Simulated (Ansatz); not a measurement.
# FGaH₄N₂: small, medium and large basis sets

Aim: see how fast density functionals converge with the basis set for FGaH₄N₂.

Computed with Ansatz 0.2.0, Gaussian basis. Level: one geometry, several basis sets.

Levels to be run: PBE0-D4/def2-SVP; ωB97M-V/def2-SVP; PBE0-D4/def2-QZVPP; ωB97M-V/def2-QZVPP; the functionals' def2-TZVPP values are taken from earlier runs.

### Step 1. The relaxed structure

The geometry comes from an earlier relaxation with PBE0-D4 in a triple-zeta def2 set; it is a stationary point, not always the lowest conformer.

SMILES `[NH2][Ga]([NH2])[F]`, 8 atoms, charge 0, spin multiplicity 1.

Atoms are counted from 1 here; the program's logs count them from 0.

Bond lengths: N1–Ga2 1.806 Å, N1–H5 1.007 Å, N1–H6 1.006 Å, Ga2–N3 1.806 Å, Ga2–F4 1.758 Å, N3–H7 1.006 Å, N3–H8 1.007 Å. Angles: Ga2–N1–H5 119.2°, Ga2–N1–H6 121.7°, H5–N1–H6 111.5°, N1–Ga2–N3 128.9°, N1–Ga2–F4 115.6°, N3–Ga2–F4 115.6°, Ga2–N3–H7 121.6°, Ga2–N3–H8 119.2°, H7–N3–H8 111.5°.

As a file:

```mol
FGaH4N2
  3D, bonds by distance, orders not assigned

  8  7  0  0  0  0  0  0  0  0999 V2000
   -0.5948    1.5080   -0.3526 N   0  0
   -0.2080   -0.2560   -0.3300 Ga  0  0
    0.8738   -1.1647    0.7952 N   0  0
   -0.9918   -1.2207   -1.5735 F   0  0
   -1.3811    1.8312   -0.8915 H   0  0
   -0.4294    2.0949    0.4473 H   0  0
    1.5657   -0.6965    1.3552 H   0  0
    1.1658   -2.0962    0.5499 H   0  0
  1  2  8  0
  2  3  8  0
  2  4  8  0
  1  5  8  0
  1  6  8  0
  3  7  8  0
  3  8  8  0
M  END
```

### Step 2. PBE0-D4 in def2-SVP

in.yaml

```yaml
crystal:
  periodic: [false, false, false]
  atoms:
    - {symbol: N, position_ang: [-0.594832, 1.508049, -0.352591]}
    - {symbol: Ga, position_ang: [-0.208031, -0.256031, -0.330003]}
    - {symbol: N, position_ang: [0.873766, -1.164740, 0.795207]}
    - {symbol: F, position_ang: [-0.991846, -1.220700, -1.573480]}
    - {symbol: H, position_ang: [-1.381060, 1.831186, -0.891545]}
    - {symbol: H, position_ang: [-0.429431, 2.094933, 0.447326]}
    - {symbol: H, position_ang: [1.565700, -0.696487, 1.355218]}
    - {symbol: H, position_ang: [1.165755, -2.096199, 0.549868]}
basis:
  gaussian: {orbitals: def2-SVP}
hamiltonian: {xc: pbe0, dispersion: d4}
output: {orbitals: {seedname: orbitals}}
```

Command:

```
$ ansatz run in.yaml --threads 4 --pin off --events-out ev --progress --plain --max-ram 10444MiB
```

After this run come: ωB97M-V in def2-SVP; PBE0-D4 in def2-QZVPP; ωB97M-V in def2-QZVPP.

**Question.** What will the summary of the whole plan be? Wanted: PBE0-D4: double and triple zeta above quadruple; ωB97M-V: double and triple zeta above quadruple.

As calculated:

| quantity | value |
| --- | --- |
| PBE0-D4: double and triple zeta above quadruple | 15.53, 1.57 eV |
| ωB97M-V: double and triple zeta above quadruple | 15.63, 1.51 eV |

In words: For PBE0-D4 the step from double to triple zeta gains 13.96 eV and the next only 1.57 eV. Total energies overstate the basis error of differences, where much of it tends to cancel. The LUMO of ωB97M-V is positive and keeps falling with the basis (1.73 to 0.93 eV): an unbound level that the basis holds in place.
